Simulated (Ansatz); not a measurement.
# C2H8OSi2: up Jacob's ladder to CCSD(T)

An exercise on one series of results from a longer session: the logs are not shown, and one member is left open.

Computed with Ansatz 0.2.0, Gaussian basis. Level: functionals in def2-TZVPP, the program's frozen cores in correlated methods.

The runs, in order: PBE-D4, r2SCAN-D4, PBE0-D4, B3LYP-D4, ωB97X-V, ωB97M-V, B2PLYP; CCSD(T)/def2-TZVPP; MP2/def2-QZVPP; extrapolation to the limit.

### Structure used throughout

The geometry comes from an earlier relaxation with PBE0-D4 in a triple-zeta def2 set; it is a stationary point, not always the lowest conformer.

SMILES `[SiH3]C[SiH]1CO1`, 13 atoms, charge 0, spin multiplicity 1.

Atoms are counted from 1 here; the program's logs count them from 0.

Bond lengths: Si1–C2 1.878 Å, Si1–H6 1.488 Å, Si1–H7 1.486 Å, Si1–H8 1.486 Å, C2–Si3 1.850 Å, C2–H9 1.094 Å, C2–H10 1.095 Å, Si3–C4 1.803 Å, Si3–O5 1.660 Å, Si3–H11 1.480 Å, C4–O5 1.481 Å, C4–H12 1.089 Å, C4–H13 1.088 Å. Angles: C2–Si1–H6 110.1°, C2–Si1–H7 110.7°, C2–Si1–H8 109.8°, H6–Si1–H7 108.5°, H6–Si1–H8 108.6°, H7–Si1–H8 109.1°, Si1–C2–Si3 113.6°, Si1–C2–H9 109.0°, Si1–C2–H10 108.8°, Si3–C2–H9 108.6°, Si3–C2–H10 109.0°, H9–C2–H10 107.8°, C2–Si3–C4 123.4°, C2–Si3–O5 119.0°, C2–Si3–H11 112.6°, C4–Si3–O5 50.4°, C4–Si3–H11 120.7°, O5–Si3–H11 116.1° and more.

The first run:

in.yaml reads:

```yaml
crystal:
  periodic: [false, false, false]
  atoms:
    - {symbol: Si, position_ang: [-1.143881, 1.284561, 1.129048]}
    - {symbol: C, position_ang: [-0.040096, 1.059107, -0.373081]}
    - {symbol: Si, position_ang: [1.044754, -0.435727, -0.275564]}
    - {symbol: C, position_ang: [0.505972, -2.087957, -0.757675]}
    - {symbol: O, position_ang: [1.365685, -1.290166, -1.661861]}
    - {symbol: H, position_ang: [-0.332367, 1.222273, 2.374505]}
    - {symbol: H, position_ang: [-1.834815, 2.599720, 1.080967]}
    - {symbol: H, position_ang: [-2.161739, 0.203257, 1.172789]}
    - {symbol: H, position_ang: [-0.667419, 0.977136, -1.266072]}
    - {symbol: H, position_ang: [0.588319, 1.949248, -0.485566]}
    - {symbol: H, position_ang: [2.181683, -0.252627, 0.654878]}
    - {symbol: H, position_ang: [-0.481957, -2.272435, -1.176532]}
    - {symbol: H, position_ang: [0.996561, -2.991188, -0.400838]}
basis:
  gaussian: {orbitals: def2-TZVPP}
hamiltonian: {xc: pbe, dispersion: d4}
output: {forces: true, orbitals: {seedname: orbitals}}
```

Run with:

```bash
$ ansatz run in.yaml --threads 4 --pin off --events-out ev --progress --plain --max-ram 10444MiB
```

Steps of the session up to this table: PBE-D4 (GGA); r2SCAN-D4 (meta-GGA); PBE0-D4 (hybrid); B3LYP-D4 (hybrid); ωB97X-V (range-separated); ωB97M-V (range-separated); B2PLYP (double hybrid); CCSD(T) in def2-TZVPP; MP2 in def2-QZVPP.

One table of the session follows, with a row left open; its other results are not shown here.

```
            method  atomisation energy (eV)
            PBE-D4                   48.348
         r2SCAN-D4                   48.027
           PBE0-D4                   47.736
          B3LYP-D4                   47.786
           ωB97X-V                   48.156
           ωB97M-V                        ?
            B2PLYP                   47.285
     HF/def2-TZVPP                   35.200
    MP2/def2-TZVPP                   47.189
   CCSD/def2-TZVPP                   46.044
CCSD(T)/def2-TZVPP                   46.687
           MP2/CBS                   48.439
       CCSD(T)/CBS                   47.937
```

**Question.** Estimate the row for ωB97M-V.

**Answer.** atomisation energy (eV): 48.042. In the column «atomisation energy (eV)» it lies between r2SCAN-D4 (48.027) and ωB97X-V (48.156).

Limits of these values: Free atoms (2 Si, 2 C, 1 O, 8 H) were run apart at each level; the atomisation energy is their sum less the molecule, without zero-point or spin-orbit terms.
